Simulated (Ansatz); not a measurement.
# Ge2Sb2Te5: a line through a two-coordinate scan

Aim: follow the energy of Ge₂Sb₂Te₅ (P-3m1, No. 164; 9 atoms in the cell) along one coordinate, lattice constant a (and b), with the other held at lattice constant c = 17.785 Å.

Computed with Ansatz 0.2.0 (DFT PBE, scalar-relativistic, plane waves, PAW, unless a step's input says otherwise).

18 further runs of the same task are left out: 1 that didn't finish, 17 set aside as unsound or not needed.

### 1 The system as given

It takes space group P-3m1 (No. 164, trigonal). The conventional cell has a = 4.264 Å, b = 4.264 Å, c = 18.087 Å, α = 90.00°, β = 90.00°, γ = 120.00°. Ge (site symmetry 3m) has 6 Te at 2.84 to 3.32 Å as nearest neighbours. Around Sb (site symmetry 3m) lie 6 Te at 3.02 to 3.19 Å. Around Te (site symmetry -3m) lie 6 Sb at 3.19 Å. Around Te (site symmetry 3m) lie 3 Sb at 3.02 Å and 3 Ge at 3.32 Å. Around Te (site symmetry 3m) lie 3 Ge at 2.84 Å.

As a file:

```cif
data_structure
_symmetry_space_group_name_H-M 'P 1'
_symmetry_Int_Tables_number 1
_cell_length_a 4.2640
_cell_length_b 4.2640
_cell_length_c 18.0865
_cell_angle_alpha 90.000
_cell_angle_beta 90.000
_cell_angle_gamma 120.000
_cell_volume 284.79
loop_
_atom_site_label
_atom_site_type_symbol
_atom_site_fract_x
_atom_site_fract_y
_atom_site_fract_z
_atom_site_occupancy
Ge1 Ge 0.00000 0.00000 0.33147 1
Ge2 Ge 0.00000 0.00000 0.66853 1
Sb1 Sb 0.33333 0.66667 0.11216 1
Sb2 Sb 0.66667 0.33333 0.88784 1
Te1 Te 0.00000 0.00000 0.00000 1
Te2 Te 0.33333 0.66667 0.79136 1
Te3 Te 0.66667 0.33333 0.20864 1
Te4 Te 0.33333 0.66667 0.40975 1
Te5 Te 0.66667 0.33333 0.59025 1
```

It goes back to an entry of the Materials Project, which need not be the stable form.

This cell was relaxed beforehand with the same method: volume 31.64 Å³/atom, gap on the mesh 0.18 eV.

### 2 The scan

The energy is mapped over the lattice constants a and c of the conventional cell.

The axes are (1) lattice constant a (and b): 7 values from 3.966 to 4.562 Å; (2) lattice constant c: 7 values from 17.182 to 18.991 Å.

Nothing else is relaxed (fractional coordinates fixed). Energies count from the relaxed crystal. Points are written as (first, second).

### 3 Grid point (4.065 Å, 17.785 Å)

Input file input.yaml:

```yaml
crystal:
  lattice:
    - [4.065, 0.0, 0.0]
    - [-2.0325, 3.5203932664, 0.0]
    - [0.0, 0.0, 17.7851]
  atoms:
    - { symbol: Ge, position: [0.0, 0.0, 0.331471356] }
    - { symbol: Ge, position: [0.0, 0.0, 0.668528644] }
    - { symbol: Sb, position: [0.3333333333, 0.6666666667, 0.1121550832] }
    - { symbol: Sb, position: [0.6666666667, 0.3333333333, 0.8878449168] }
    - { symbol: Te, position: [0.0, 0.0, 0.0] }
    - { symbol: Te, position: [0.3333333333, 0.6666666667, 0.7913602895] }
    - { symbol: Te, position: [0.6666666667, 0.3333333333, 0.2086397105] }
    - { symbol: Te, position: [0.3333333333, 0.6666666667, 0.4097504733] }
    - { symbol: Te, position: [0.6666666667, 0.3333333333, 0.5902495267] }
basis:
  ecutwfc: 420
kpoints:
  mp_grid: { grid: [9, 9, 2] }
hamiltonian:
  xc: pbe
  pseudopotentials: { kind: paw, azcp: { folder: soft_1 } }
scf:
  occupations: { method: gaussian, width: 0.03 }
output:
  forces: true
  stress: true
  eigenvalues: true
```

Run with:

```bash
$ ansatz run input.yaml --threads 2 --pin off --max-ram 4096MiB --backend cpu --events-out ev --progress --plain --runs-dir out
```

The session goes on with these runs: the other points of the line.

**Question.** What will these runs give? Wanted: for each run, lattice constant a; energy; slope; pressure; largest force on an atom.

As calculated:

```
lattice constant a (and b) (Å)  step  energy (meV/atom)  slope (meV/atom per Å)  pressure (GPa)  band gap on the k-mesh (eV)  largest force on an atom (eV/Å)
                         3.966     –                144                    −950            10.6                         0.00                             1.22
                         4.065     3                 66                    −622             6.7                         0.00                             0.75
                         4.165     4                 20                    −316             3.4                         0.08                             0.42
                         4.264     –                1.9                     −54             0.8                         0.20                             0.14
                         4.364     5                  8                     165            −1.3                         0.19                             0.09
                         4.463     6                 33                     347            −3.0                         0.19                             0.28
                         4.562     7                 76                     498            −4.3                         0.21                             0.43
```

Energies count from the relaxed crystal. Rows without a step come from runs not printed here or follow by symmetry. Slopes come from the forces (and the stress, where the cell changes), not from differences of energies.

What this shows: The lowest point of the line is at 4.264 Å, 1.9 meV/atom from the zero. A fit to energies and slopes at the lowest point and its two neighbours puts the minimum at 4.2869 Å, with a curvature of about 2300 meV/atom per Å². The highest point computed, at 3.966 Å, lies 142 meV/atom above the lowest. The gap on the mesh reads zero on part of the line; semilocal functionals close small gaps early. This is one cut through a surface in two coordinates; the map's lowest point lies off it. A rigid map gives upper bounds: relaxing the other coordinates can only lower a point. The gap on the mesh closes on part of the grid. Spin-orbit coupling is left out, which matters for the bands of Sb, Te.
